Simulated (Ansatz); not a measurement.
# LiSi16: the cost of one run

All numbers below are computed with Ansatz 0.2.0 (DFT PBE, plane waves, PAW, scalar-relativistic, no spin polarisation).

### 1 The system as given

The cell holds 17 atoms (LiSi16): a = 7.679 Å, b = 7.679 Å, c = 7.679 Å, α = 60.00°, β = 60.00°, γ = 60.00°.

Its coordinates follow in the input file.

### 2 Relaxing the start

The input, input.yaml:

```yaml
crystal:
  lattice:
    - [0.0, 5.43, 5.43]
    - [5.43, 0.0, 5.43]
    - [5.43, 5.43, 0.0]
  atoms:
    - { symbol: Si, position: [0.0, 0.0, 0.0] }
    - { symbol: Si, position: [0.125, 0.125, 0.125] }
    - { symbol: Si, position: [0.0, 0.0, 0.5] }
    - { symbol: Si, position: [0.125, 0.125, 0.625] }
    - { symbol: Si, position: [0.0, 0.5, 0.0] }
    - { symbol: Si, position: [0.125, 0.625, 0.125] }
    - { symbol: Si, position: [0.0, 0.5, 0.5] }
    - { symbol: Si, position: [0.125, 0.625, 0.625] }
    - { symbol: Si, position: [0.5, 0.0, 0.0] }
    - { symbol: Si, position: [0.625, 0.125, 0.125] }
    - { symbol: Si, position: [0.5, 0.0, 0.5] }
    - { symbol: Si, position: [0.625, 0.125, 0.625] }
    - { symbol: Si, position: [0.5, 0.5, 0.0] }
    - { symbol: Si, position: [0.625, 0.625, 0.125] }
    - { symbol: Si, position: [0.5, 0.5, 0.5] }
    - { symbol: Si, position: [0.625, 0.625, 0.625] }
    - { symbol: Li, position: [0.7595511, 0.7469953, 0.752983] }
total_charge: 1
basis:
  ecutwfc: 420.0
kpoints:
  mp_grid: { grid: [2, 2, 2] }
hamiltonian:
  xc: pbe
  pseudopotentials: { kind: paw, azcp: { folder: soft_1 } }
scf:
  occupations: { method: fermi_dirac, width: 0.02 }
  lower_state_search: "off"
relax:
  f_tol: 0.08
  max_steps: 25
  adjacent_minimum: "off"
```

Command:

```
$ ansatz run input.yaml --threads 1 --pin off --max-ram 3072MiB --backend cpu --events-out ev --progress --plain --runs-dir out
```

**Question.** How long does this run take on 1 thread of Arm Neoverse V2, shared host, and how much memory does it need?

About 16 s, with a peak of 0.51 GiB.
